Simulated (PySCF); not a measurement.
# MgGa−: from the state search to spectroscopic constants

One job finds the state of MgGa−, follows it along the bond with each method and fits the curves.

Method: Mg aug-pcseg-1, Ga aug-pcseg-1, no relativity; program: PySCF 2.14.0.

3 further runs of the same task are left out: 3 set aside as unsound or not needed.

**1. The job**

Settings of the job:

| Quantity | Value |
| --- | --- |
| atoms | Mg, Ga |
| charge | -1 |
| basis | Mg aug-pcseg-1, Ga aug-pcseg-1 |
| Hamiltonian | no relativity |
| basis functions | 50 |
| electrons treated | 44 |
| masses in u | 23.9850, 68.9256 |
| levels | PBE0, PBE, r²SCAN, LDA, B97-3, PW91, HF, MP2, SCS-MP2, CCSD, CCSD(T) |
| grid | 80 radial by 434 angular points |
| occupations | held fixed by the projection of orbital angular momentum |
| dissociation limit | Mg + Ga−, each in its ground configuration |
| starting distance in angstrom | 2.660 |
| values of 2S to try | 0, 2 |

Launch:

```console
$ OMP_NUM_THREADS=1 python dia.py task.json out
```

The runs that follow: First curve: PBE0; PBE; r²SCAN; LDA; B97-3 (global hybrid GGA); PW91; ROHF (mean field); Adding correlation.

Before running it: what results should come out? Wanted: for each run, Re; ωe; De; μ.

**Answer**, as computed:

Lowest PBE0 solution found, without spin–orbit coupling: ³Σ⁻ (triplet), unpaired electrons π ↑↑.

```tsv
level	Re (Å)	ωe (cm⁻¹)	De (eV)	μ (D)
ROHF	3.052	109.3	0.307	1.18
ROHF-MP2	2.770	187.5	0.72	n/a
ROHF-SCS-MP2	2.805	172.1	0.60	n/a
ROHF-CCSD	2.850	163.3	0.57	n/a
ROHF-CCSD(T)	2.811	178.1	0.66	n/a
LDA	2.664	215.4	1.20	1.60
PBE	2.732	199.4	1.00	1.85
PW91	2.725	200.4	1.01	1.79
r²SCAN	2.683	216.1	1.11	1.94
PBE0	2.731	198.4	0.93	1.81
B97-3	2.761	188.0	0.80	2.04
```

De is counted to Mg + Ga− in their ground configurations. A positive dipole points from Mg to Ga; in an ion it is taken about the centre of mass and does not tell which atom is negative.

In words: The methods spread over 0.388 Å in bond length, from LDA to ROHF. CCSD(T) can't serve as the judge here: for a weak bond in this basis it is far from its limit. Among the levels with a De in the table, it runs from 0.307 eV (ROHF) to 1.20 eV (LDA).

Correlated steps freeze 10 core orbitals. With some functionals the highest level of the anion is positive, from self-interaction error or because the anion is truly unbound there; the finite basis then holds the extra electron, and no neutral molecule was run to test the binding.
